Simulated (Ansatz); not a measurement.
# ClH6InO2Si2: basis-set convergence

The task here is to estimate one member of a computed series from the others.

Method: one geometry, several basis sets; program: Ansatz 0.2.0, Gaussian basis.

The runs, in order: PBE0-D4/def2-SVP; ωB97M-V/def2-SVP; PBE0-D4/def2-QZVPP; ωB97M-V/def2-QZVPP; the functionals' def2-TZVPP values are taken from earlier runs.

2 further runs of the same task are left out: 2 set aside as unsound or not needed.

## Structure used throughout

All runs share one geometry, relaxed beforehand with PBE0-D4 in a triple-zeta def2 set. In takes the def2 core potential; no spin-orbit term is included.

SMILES `[SiH3][O][In]([Cl])[O][SiH3]`, 12 atoms, charge 0, spin multiplicity 1.

Atoms are counted from 1 here; the program's logs count them from 0.

Bond lengths: Si1–O2 1.637 Å, Si1–H7 1.489 Å, Si1–H8 1.485 Å, Si1–H9 1.490 Å, O2–In3 1.956 Å, In3–Cl4 2.290 Å, In3–O5 1.950 Å, O5–Si6 1.638 Å, Si6–H10 1.489 Å, Si6–H11 1.489 Å, Si6–H12 1.485 Å. Angles: O2–Si1–H7 111.0°, O2–Si1–H8 108.3°, O2–Si1–H9 111.2°, H7–Si1–H8 109.2°, H7–Si1–H9 108.0°, H8–Si1–H9 109.1°, Si1–O2–In3 136.2°, O2–In3–Cl4 122.0°, O2–In3–O5 116.8°, Cl4–In3–O5 121.2°, In3–O5–Si6 134.9°, O5–Si6–H10 111.1°, O5–Si6–H11 111.1°, O5–Si6–H12 108.1°, H10–Si6–H11 108.2°, H10–Si6–H12 109.2°, H11–Si6–H12 109.1°.

Set-up of the first run:

Contents of in.yaml:

```yaml
crystal:
  periodic: [false, false, false]
  atoms:
    - {symbol: Si, position_ang: [0.760816, -2.671338, -0.416423]}
    - {symbol: O, position_ang: [0.372471, -1.099347, -0.174262]}
    - {symbol: In, position_ang: [-1.273237, -0.078093, 0.099663]}
    - {symbol: Cl, position_ang: [-3.331831, -1.081048, 0.142781]}
    - {symbol: O, position_ang: [-1.083132, 1.847563, 0.337902]}
    - {symbol: Si, position_ang: [0.179723, 2.891130, 0.364259]}
    - {symbol: H, position_ang: [0.217648, -3.162925, -1.713298]}
    - {symbol: H, position_ang: [2.241238, -2.788308, -0.432516]}
    - {symbol: H, position_ang: [0.214765, -3.533412, 0.669039]}
    - {symbol: H, position_ang: [0.919574, 2.871026, -0.928146]}
    - {symbol: H, position_ang: [1.137066, 2.548163, 1.452327]}
    - {symbol: H, position_ang: [-0.355102, 4.256599, 0.598675]}
basis:
  gaussian: {orbitals: def2-SVP}
hamiltonian: {xc: pbe0, dispersion: d4}
output: {orbitals: {seedname: orbitals}}
```

Command:

```
$ ansatz run in.yaml --threads 2 --pin off --events-out ev --progress --plain --max-ram 32768MiB --backend cpu
```

Steps of the session up to this table: PBE0-D4 in def2-SVP; ωB97M-V in def2-SVP; PBE0-D4 in def2-QZVPP; ωB97M-V in def2-QZVPP.

One table of the session follows, with a row left open; its other results are not shown here.

It belongs to the step «Functionals by basis». 

```
functional       basis  HOMO (eV)  LUMO (eV)
   PBE0-D4    def2-SVP      -8.60      -2.51
   PBE0-D4  def2-TZVPP      -8.71      -2.63
   PBE0-D4  def2-QZVPP          ?          ?
   ωB97M-V    def2-SVP     -10.87      -0.49
   ωB97M-V  def2-TZVPP     -11.03      -0.71
   ωB97M-V  def2-QZVPP     -11.05      -0.83
```

Estimate the missing values for PBE0-D4, def2-QZVPP.

The run gave: HOMO (eV): -8.73; LUMO (eV): -2.66. In the column «HOMO (eV)» it lies between ωB97M-V, def2-SVP (-10.87) and PBE0-D4, def2-TZVPP (-8.71).
